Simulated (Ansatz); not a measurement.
# Si5Ge7: the cost of one run

All numbers below are computed with Ansatz 0.2.0 (DFT PBE, scalar-relativistic, plane waves, PAW).

## (1) Starting point

The cell holds 24 atoms (Ge14Si10): a = 7.897 Å, b = 7.897 Å, c = 9.672 Å, α = 90.00°, β = 90.00°, γ = 120.00°.

The sites of an ideal diamond lattice, at a guessed lattice constant, take 10 Si, 14 Ge (sublattices apart by semicolons), with a shake of 0.02 Å. Warren-Cowley parameters of the first shell (negative: unlike neighbours preferred): Ge-Si -0.29. In a cell this small the draw can fall short of the order aimed at.

Its coordinates follow in the input file.

## (2) Relaxing on a coarse mesh

A cheap relaxation: coarse mesh, no symmetry, loose thresholds.

The input, input.yaml:

```yaml
crystal:
  lattice:
    - [-5.5841318, -5.5841318, 0.0]
    - [0.0, 5.5841318, 5.5841318]
    - [-5.5841318, 5.5841318, -5.5841318]
  atoms:
    - { symbol: Si, position: [0.9998312594, 0.0035821613, 0.0023562375] }
    - { symbol: Si, position: [0.8345465941, 0.1690724386, 0.668595607] }
    - { symbol: Si, position: [0.3389884345, 0.1697590075, 0.6656125524] }
    - { symbol: Si, position: [0.1616027763, 0.3354203282, 0.3368063502] }
    - { symbol: Si, position: [0.4990257887, 0.4993616711, 0.0003057785] }
    - { symbol: Si, position: [0.8328282856, 0.6662644216, 0.6678685422] }
    - { symbol: Si, position: [0.8309206497, 0.1671399123, 0.9149309836] }
    - { symbol: Si, position: [0.3325434116, 0.6659058311, 0.9182307044] }
    - { symbol: Si, position: [0.6618789995, 0.8301481723, 0.5842777277] }
    - { symbol: Si, position: [0.5059225752, 0.0014731891, 0.2515998032] }
    - { symbol: Ge, position: [0.5008669173, 0.9972801737, 0.9982690635] }
    - { symbol: Ge, position: [0.6723172085, 0.3352588097, 0.3331019602] }
    - { symbol: Ge, position: [0.0063217406, 0.5002034702, 0.0030597007] }
    - { symbol: Ge, position: [0.3353699897, 0.6669466328, 0.6685540628] }
    - { symbol: Ge, position: [0.6667376573, 0.8331996255, 0.3295749733] }
    - { symbol: Ge, position: [0.1660951717, 0.8294524991, 0.3350673686] }
    - { symbol: Ge, position: [0.3294539009, 0.1628383505, 0.9148740279] }
    - { symbol: Ge, position: [0.6659022515, 0.3283326493, 0.5817216003] }
    - { symbol: Ge, position: [0.1653315789, 0.3350237785, 0.5801811229] }
    - { symbol: Ge, position: [0.5027140456, 0.4977750531, 0.2506658582] }
    - { symbol: Ge, position: [0.0014016676, 0.5019503964, 0.2524213951] }
    - { symbol: Ge, position: [0.8312260743, 0.6639805201, 0.9162581693] }
    - { symbol: Ge, position: [0.1669819898, 0.8310829259, 0.581891795] }
    - { symbol: Ge, position: [0.9973482383, 0.9951879009, 0.2516500868] }
  symmetry: { detect: false }
basis:
  ecutwfc: 420
kpoints:
  mp_grid: { grid: [2, 2, 2], shift: [0.5, 0.5, 0.5] }
hamiltonian:
  xc: pbe
scf:
  occupations: { method: gaussian, width: 0.1 }
  lower_state_search: "off"
output:
  forces: true
  stress: true
  eigenvalues: true
relax:
  adjacent_minimum: "off"
  f_tol: 0.04
  max_steps: 50
  cell: { stress_tol: 0.3 }
```

On the command line:

```console
$ ansatz run input.yaml --threads 4 --pin off --max-ram 9216MiB --backend cpu --events-out ev --progress --plain --runs-dir out
```

What time and memory should one allow on 4 threads of Arm Neoverse V1, shared host?

About 67 s, with a peak of 1.6 GiB.
